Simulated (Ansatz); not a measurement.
# Ag4F: the cost of one run

Method: DFT PBEsol, scalar-relativistic, plane waves, PAW, in Ansatz 0.2.0.

4 further runs of the same task are left out: 1 that didn't finish, 3 set aside as unsound or not needed. Runs told in other sessions of the task aren't counted.

### Step 1. The starting structure

It takes space group P3m1 (No. 156, trigonal). The conventional cell has a = 2.867 Å, b = 2.867 Å, c = 24.022 Å, α = 90.00°, β = 90.00°, γ = 120.00°. Ag (site symmetry 3m) has 9 Ag at 2.87 Å in its first shell of neighbours. Ag (site symmetry 3m) is surrounded by 12 Ag at 2.84 to 2.87 Å. Ag (site symmetry 3m) is surrounded by 9 Ag at 2.85 to 2.87 Å.

As a file:

```xyz
4
Lattice="2.8669 0.0000 0.0000 -1.4335 2.4828 0.0000 0.0000 0.0000 24.0225" Properties=species:S:1:pos:R:3 pbc="T T T"
Ag    1.4335    0.8276    8.5000
Ag    0.0000    1.6552   10.8408
Ag    0.0000    0.0000   13.1457
Ag    1.4335    0.8276   15.4629
```

Planes are indexed in the bulk's conventional cell (Fm-3m (No. 225)), a = 4.054 Å, b = 4.054 Å, c = 4.054 Å, α = 90.00°, β = 90.00°, γ = 90.00°.

This (111) slab, 7.0 Å thick as cut, with 17 Å of vacuum; its outer planes are Ag (top) and Ag (bottom), was relaxed beforehand with its lower half held: -30088.0958 eV, work function 4.61 eV.

### Step 2. F at the top (Ag) site

The input, input.yaml:

```yaml
crystal:
  lattice:
    - [2.866903682, 0.0, 0.0]
    - [-1.433451841, 2.4828114189, 0.0]
    - [0.0, 0.0, 26.0224511627]
  atoms:
    - { symbol: Ag, position: [0.6666666667, 0.3333333333, 0.3266410203] }
    - { symbol: Ag, position: [0.3333333333, 0.6666666667, 0.4165947699] }
    - { symbol: Ag, position: [0.0, 0.0, 0.5051670358] }
    - { symbol: Ag, position: [0.6666666667, 0.3333333333, 0.5942154382] }
    - { symbol: F, position: [0.6666666667, 0.3333333333, 0.671840716] }
basis:
  ecutwfc: 420
kpoints:
  mp_grid: { grid: [12, 12, 1] }
hamiltonian:
  xc: pbesol
scf:
  occupations: { method: gaussian, width: 0.1 }
output:
  forces: true
  eigenvalues: true
  write_density: true
  write_potential: true
  elf: true
  volumetric_format: npy
relax:
  adjacent_minimum: "off"
  f_tol: 0.03
  max_steps: 70
  constraints: [{ sites: [0, 1] }]
efield:
  axis: 3
  dipole_correction: true
  ramp_width: 0.04
```

Started as:

```console
$ ansatz run input.yaml --threads 2 --pin off --max-ram 5120MiB --backend cpu --events-out ev --progress --plain --runs-dir out
```

What time and memory should one allow on 2 threads of Arm Neoverse V1, shared host?

About 45 s, with a peak of 0.49 GiB.
